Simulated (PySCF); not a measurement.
# MP2/def2-TZVPPD (core potential) run of SnCl2 (SMILES [Cl][Sn][Cl])

What is the vertical singlet–triplet gap of SnCl2 at MP2/def2-TZVPPD (core potential)? Input form: a Python script.

The results are computed with PySCF 2.14.0.

**1. The system as given**

SnCl2: 3 atoms, total charge 0, spin state singlet. As SMILES, `[Cl][Sn][Cl]`. The shape comes from GFN2-xTB, which is rough for such elements, and wasn't checked as a minimum.

Bond lengths: Sn1–Cl2 2.378 Å, Sn1–Cl3 2.377 Å. Angles: Cl2–Sn1–Cl3 99.5°.

**2. The energy at MP2/def2-TZVPPD (core potential)**

The input, geometry.xyz:

```xyz
3
Cl2Sn
Sn     0.004910    -0.007160    -1.023740
Cl     1.812600    -0.019020     0.521020
Cl    -1.817510     0.026180     0.502720
```

The input, run.py:

```python
from pyscf import gto, mp

system = gto.M(
    atom='geometry.xyz',
    max_memory=1860,
    ecp={'Sn': 'def2-svp'},
    basis='def2-tzvppd',
    verbose=3,
)

mf = system.RHF()
mf.conv_tol = 1e-10
mf.kernel()
if not mf.converged:
    mf = mf.newton().run(mf.mo_coeff, mf.mo_occ)

pt = mp.MP2(mf, frozen=14).run()
e_tot = pt.e_tot
print('E = %.10f Eh' % e_tot)
```

Started as:

```console
OMP_NUM_THREADS=1 python run.py
```

Output:

```text
converged SCF energy = -1132.49768269862
E(RMP2) = -1133.17767316048  E_corr = -0.67999046186042
E(SCS-RMP2) = -1133.1385235527  E_corr = -0.640840854080845
E = -1133.1776731605 Eh
```

Wall time 12 s (1 thread of Arm Neoverse V1, shared host); peak memory 0.91 GiB.

**3. The triplet at the same level**

The input, input.py:

```python
from pyscf import gto, mp

mol = gto.M(
    atom='''
Sn     0.004910    -0.007160    -1.023740
Cl     1.812600    -0.019020     0.521020
Cl    -1.817510     0.026180     0.502720
''',
    max_memory=1860,
    ecp={'Sn': 'def2-svp'},
    basis='def2-tzvppd',
    verbose=3,
    spin=2,
)

myscf = mol.UHF()
myscf.conv_tol = 1e-10
myscf.kernel()
if not myscf.converged:
    myscf = myscf.newton().run(myscf.mo_coeff, myscf.mo_occ)

pt = mp.MP2(myscf, frozen=14).run()
e_final = pt.e_tot
print('E = %.10f Eh' % e_final)
```

Started as:

```console
OMP_NUM_THREADS=1 python input.py
```

Output:

```text
WARN: HOMO -0.496687152556376 >= LUMO -0.690094756274218

converged SCF energy = -1132.41552798364  <S^2> = 2.0144807  2S+1 = 3.0096383
E(UMP2) = -1133.06459037912  E_corr = -0.649062395485353
E(SCS-UMP2) = -1133.02346597569  E_corr = -0.607937992056718
E = -1133.0645903791 Eh
```

Wall time 45 s (1 thread of Arm Neoverse V1, shared host); peak memory 1.3 GiB.

**4. Results**

Level: MP2/def2-TZVPPD (core potential), 14 core orbitals frozen.

```
                                                           quantity           value
                                              singlet: total energy  -1133.17767 Eh
                      singlet: dipole moment (Hartree–Fock density)          3.46 D
                       singlet: HOMO energy (Hartree–Fock orbitals)       -10.33 eV
                       singlet: LUMO energy (Hartree–Fock orbitals)        -0.50 eV
                     singlet: HOMO–LUMO gap (Hartree–Fock orbitals)         9.82 eV
              singlet: correlation energy (14 core orbitals frozen)      -680.0 mEh
                                              triplet: total energy  -1133.06459 Eh
                      triplet: dipole moment (Hartree–Fock density)          3.32 D
triplet: HOMO energy (Hartree–Fock orbitals) (highest over α and β)        -8.07 eV
 triplet: LUMO energy (Hartree–Fock orbitals) (lowest over α and β)        -2.40 eV
              triplet: correlation energy (14 core orbitals frozen)      -649.1 mEh
                         triplet: ⟨S²⟩ of the reference determinant           2.014
                   vertical energy of the triplet above the singlet        3.077 eV
```

In words: At this shape the triplet lies 3.08 eV (71 kcal/mol) above the singlet. Mulliken charges (singlet) of the mean-field density run from -0.52 on Cl2 to +1.04 on Sn1; in a basis this large or diffuse they mean little. Mulliken charges (triplet) of the mean-field density run from -0.44 on Cl2 to +0.87 on Sn1; in a basis this large or diffuse they mean little.
